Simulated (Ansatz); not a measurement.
# CH4FNOSi: a few dozen steps of dynamics

Aim: follow CH4FNOSi for 50 steps with a Nosé-Hoover thermostat (500 K) and see how far bonds stretch and how energy moves between motion and potential.

Computed with Ansatz 0.2.0, Gaussian basis. Level: revPBE/6-31G*.

### Step 1. The geometry

The structure was relaxed beforehand with PBE0-D4 in a triple-zeta def2 set.

SMILES `C=N[SiH](O)F`, 9 atoms, charge 0, spin multiplicity 1.

Atoms are counted from 1 here; the program's logs count them from 0.

Bond lengths: C1–N2 1.258 Å, C1–H6 1.100 Å, C1–H7 1.096 Å, N2–Si3 1.724 Å, Si3–O4 1.626 Å, Si3–F5 1.596 Å, Si3–H8 1.472 Å, O4–H9 0.958 Å. Angles: N2–C1–H6 124.1°, N2–C1–H7 120.3°, H6–C1–H7 115.7°, C1–N2–Si3 126.5°, N2–Si3–O4 108.6°, N2–Si3–F5 112.0°, N2–Si3–H8 110.0°, O4–Si3–F5 107.9°, O4–Si3–H8 111.6°, F5–Si3–H8 106.7°, Si3–O4–H9 117.1°.

Coordinates:

```
C    -0.2378    1.4205    0.9145
N     0.4773    0.4401    0.5814
Si    0.2362   -0.5887   -0.7811
O     0.1843   -2.1302   -0.2651
F    -1.1370   -0.2751   -1.5306
H    -1.1287    1.7496    0.3605
H     0.0104    2.0076    1.8065
H     1.3121   -0.3833   -1.7642
H     0.3718   -2.2868    0.6612
```

### Step 2. Dynamics

File in.yaml:

```yaml
crystal:
  periodic: [false, false, false]
  atoms:
    - {symbol: C, position_ang: [-0.237758, 1.420475, 0.914496]}
    - {symbol: N, position_ang: [0.477267, 0.440109, 0.581370]}
    - {symbol: Si, position_ang: [0.236250, -0.588747, -0.781133]}
    - {symbol: O, position_ang: [0.184320, -2.130216, -0.265108]}
    - {symbol: F, position_ang: [-1.137037, -0.275103, -1.530562]}
    - {symbol: H, position_ang: [-1.128726, 1.749570, 0.360486]}
    - {symbol: H, position_ang: [0.010355, 2.007650, 1.806508]}
    - {symbol: H, position_ang: [1.312145, -0.383282, -1.764249]}
    - {symbol: H, position_ang: [0.371784, -2.286756, 0.661192]}
basis:
  gaussian: {orbitals: "6-31G*"}
hamiltonian: {xc: {name: revPBE}}
md: {timestep: 1 fs, n_steps: 50, ensemble: nvt_nose_hoover, temperature: 500, initial_velocities: maxwell_boltzmann, seed: 691}
```

Started as:

```console
ansatz run in.yaml --threads 2 --pin off --events-out ev --progress --plain --max-ram 4352MiB
```

Standard output (excerpt; [...] marks lines left out):

```text
Functional definition: revPBE
  name "revPBE"
  cite "Zhang & Yang, Phys. Rev. Lett. 80, 890 (1998) doi:10.1103/PhysRevLett.80.890"
  cite "Perdew, Burke & Ernzerhof, Phys. Rev. Lett. 77, 3865 (1996) doi:10.1103/PhysRevLett.77.3865"
[...]
988 factors; their error is unknown
[...]
mean field -15231.35352962 eV, -559.7419180312 hartree, gradient 2.3e-5 eV, S^2 0.000000; 0 other end points of the search recorded, 0 dependent functions left out
[...]
reference -15231.35357049 eV, -559.7419195333 hartree; 24, 24 occupied and 63, 63 virtual orbitals, 988 factors
md step     0: t =     0.00 fs  T =   500.0 K  F+E_penalty+E_count = -15231.35352962 eV  E_kin = 0.452410 eV  conserved = -15230.90111962 eV  (29 SCF iters)
[...]
md step    12: t =    12.00 fs  T =   346.2 K  F+E_penalty+E_count = -15231.21270923 eV  E_kin = 0.313278 eV  conserved = -15230.90022733 eV  (33 SCF iters)
[...]
md step    24: t =    24.00 fs  T =   302.5 K  F+E_penalty+E_count = -15231.16856422 eV  E_kin = 0.273748 eV  conserved = -15230.89927619 eV  (33 SCF iters)
[...]
md step    36: t =    36.00 fs  T =   327.0 K  F+E_penalty+E_count = -15231.18145760 eV  E_kin = 0.295879 eV  conserved = -15230.89698149 eV  (30 SCF iters)
[...]
md step    48: t =    48.00 fs  T =   161.3 K  F+E_penalty+E_count = -15231.02096148 eV  E_kin = 0.145979 eV  conserved = -15230.89693384 eV  (32 SCF iters)
[...]
md step    49: t =    49.00 fs  T =   126.2 K  F+E_penalty+E_count = -15230.98750028 eV  E_kin = 0.114206 eV  conserved = -15230.89570748 eV  (31 SCF iters)
[...]
md step    50: t =    50.00 fs  T =   124.9 K  F+E_penalty+E_count = -15230.98635248 eV  E_kin = 0.113020 eV  conserved = -15230.89616828 eV  (29 SCF iters)
Total energy: -15230.98639376 eV, -559.7284260374 hartree
Atom 0 at    -0.112572     1.420139     1.137828 Å, force    -1.769287     1.015234     0.292239 eV/Å
Atom 1 at     0.438161     0.463615     0.528679 Å, force     1.270853     1.326069     1.062275 eV/Å
Atom 2 at     0.212425    -0.534987    -0.782275 Å, force     0.156899    -1.053601    -2.335012 eV/Å
Atom 3 at     0.118717    -2.048139    -0.194150 Å, force     0.081034    -1.746597     1.032355 eV/Å
Atom 4 at    -1.137747    -0.436588    -1.727830 Å, force     0.657750     0.363262     0.475727 eV/Å
Atom 5 at    -1.228251     1.613257     0.947696 Å, force     0.952023     0.398604     0.361748 eV/Å
Atom 6 at     0.394117     2.128554     1.881734 Å, force    -0.291694    -0.968436    -0.532274 eV/Å
Atom 7 at     1.474725    -0.466118    -1.646092 Å, force    -0.709442     0.463250     0.114313 eV/Å
Atom 8 at     0.695139    -2.268126     0.575263 Å, force    -0.348136     0.202214    -0.471371 eV/Å
Dipole moment:     0.164133     0.338302     0.510984 e Å
```

Run time: 2 min. Hardware: 2 threads of Intel Xeon Platinum 8259CL at 2.50GHz, shared host.

### Step 3. The trajectory

Every 4 steps, with energies from the start:

```
time (fs)  T (K)  potential (meV)  conserved (meV)  N2–Si3 (Å)
      0.0    500              0.0             0.00       1.724
      4.0    372            120.5             4.60       1.720
      8.0    292            191.4             3.24       1.728
     12.0    346            140.8             0.89       1.754
     16.0    339            150.6             3.07       1.784
     20.0    286            201.6             4.55       1.802
     24.0    303            185.0             1.84       1.807
     28.0    280            208.4             3.63       1.809
     32.0    313            182.6             4.56       1.806
     36.0    327            172.1             4.14       1.786
     40.0    425             85.0             1.78       1.743
     44.0    317            188.8             3.88       1.692
     48.0    161            332.6             4.19       1.663
```

Positions (Å) and forces (eV/Å) at 50.0 fs:

```xyz
9

C    -0.113    1.420    1.138   -1.769    1.015    0.292
N     0.438    0.464    0.529    1.271    1.326    1.062
Si    0.212   -0.535   -0.782    0.157   -1.054   -2.335
O     0.119   -2.048   -0.194    0.081   -1.747    1.032
F    -1.138   -0.437   -1.728    0.658    0.363    0.476
H    -1.228    1.613    0.948    0.952    0.399    0.362
H     0.394    2.129    1.882   -0.292   -0.968   -0.532
H     1.475   -0.466   -1.646   -0.709    0.463    0.114
H     0.695   -2.268    0.575   -0.348    0.202   -0.471
```

### Step 4. Outcome

```
                              quantity                          value
                                length             50 steps of 1.0 fs
     temperature, first and last frame                     500, 125 K
              temperature, second half  mean 302 K, from 125 to 433 K
                swing of the potential                        369 meV
largest change of the conserved energy                       6.33 meV
                       range of N2–Si3               1.662 to 1.809 Å
```

From 500 K at the start the temperature swings between 125 and 503 K: with 9 atoms it has no steady value yet; starting near a minimum, about half of the kinetic energy flows into the potential. The conserved energy moves by 6.33 meV, 1.7 % of the potential's swing, so the step is short enough for this stretch. N2–Si3 swings most, by 0.15 Å; no bond breaks. A run of 50 fs gives no averages.
